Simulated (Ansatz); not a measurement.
two structures of Sc, a comparison of enthalpies under pressure

Program: Ansatz's Python interface.

The cells in order, each with its output:

```python
import warnings

import ansatz
import numpy as np
```

```python
def bcc(a_site, a):
    return (
        ansatz.Lattice.bcc(a)
        .space_group(229)
        .atom(a_site, [0, 0, 0])
        .primitive()
    )
```

```python
def diamond(first, a):
    return ansatz.Crystal.diamond(first, a=a)
```

```python
def ground_state(name, crystal, pressure=0.0):
    calc = (
        crystal.calculation()
        .functional("pbesol")
        .basis(39 * ansatz.Ry)
        .scf(tolerance=1e-07)
        .kpoints(spacing=0.39)  # sampling of the Brillouin zone
        .occupations("fermi_dirac", width=0.05)  # the run then minimises F = E - TS
    )
    calc = calc.relax(force_tolerance=0.02, cell=True, pressure=pressure)
    return calc.run(threads=1)
```

```python
def volume_per_atom(outcome):
    return abs(np.linalg.det(outcome.lattice.cell_ang)) / len(outcome.lattice.sites)

warnings.simplefilter("ignore", ansatz.DeckWarning)
```

```python
phases = {}
phases["bcc"] = bcc("Sc", 3.68)
phases["diamond"] = diamond("Sc", 6.38)

# enthalpy per atom at each pressure
pressures = [0, 15, 30, 45]
enthalpy, volume = {name: [] for name in phases}, {name: [] for name in phases}
for p in pressures:
    for name, crystal in phases.items():
        o = ground_state(name, crystal, pressure=p)
        volume[name].append(volume_per_atom(o))
        enthalpy[name].append(o.report["energy_sigma0_ev"] / len(o.lattice.sites) + p * volume[name][-1] / 160.21766)
gap = np.array(enthalpy["diamond"]) - np.array(enthalpy["bcc"])
rows = [(p, va, vb, 1000 * d) for p, va, vb, d in zip(pressures, volume["bcc"], volume["diamond"], gap)]
print("   P (GPa)  V bcc (A^3/atom)  V diamond (A^3/atom)  H(diamond) - H(bcc) (meV/atom)")
for row in rows:
    print(f"{row[0]:10d}  {row[1]:16.3f}  {row[2]:20.3f}  {row[3]:+30.1f}")
crossings = [p0 - g0 * (p1 - p0) / (g1 - g0) for p0, p1, g0, g1 in zip(pressures, pressures[1:], gap, gap[1:]) if g0 * g1 < 0]
print("crossing near", [round(float(p), 1) for p in crossings], "GPa") if crossings else print("no crossing in this range")
```

       P (GPa)  V bcc (A^3/atom)  V diamond (A^3/atom)  H(diamond) - H(bcc) (meV/atom)
             0            23.844                30.282                         +1914.3
            15            19.474                16.564                         +1864.7
            30            17.037                14.853                         +1627.8
            45            15.337                13.763                         +1452.9
    no crossing in this range

These settings explore the input space; cutoff and mesh may be short of convergence. At a fixed pressure a relaxation lowers the enthalpy F + PV, while F alone can rise. For the metals among these phases the mesh is modest: differences between phases can be off by up to 40 meV an atom. The program warned that this SCF threshold is loose for forces or stresses. Only these two structures are compared, at zero temperature and with their symmetry kept; either may be hypothetical, and another phase may be lower than both. Differences under about 40 meV an atom lie within the error of mesh and functional. The cells are prototypes set up for this calculation and needn't exist. The script silences the warnings on its input, which a real study should read. Finished in 40 s on 1 thread of Arm Neoverse V1 (shared host), peak memory 0.41 GiB.
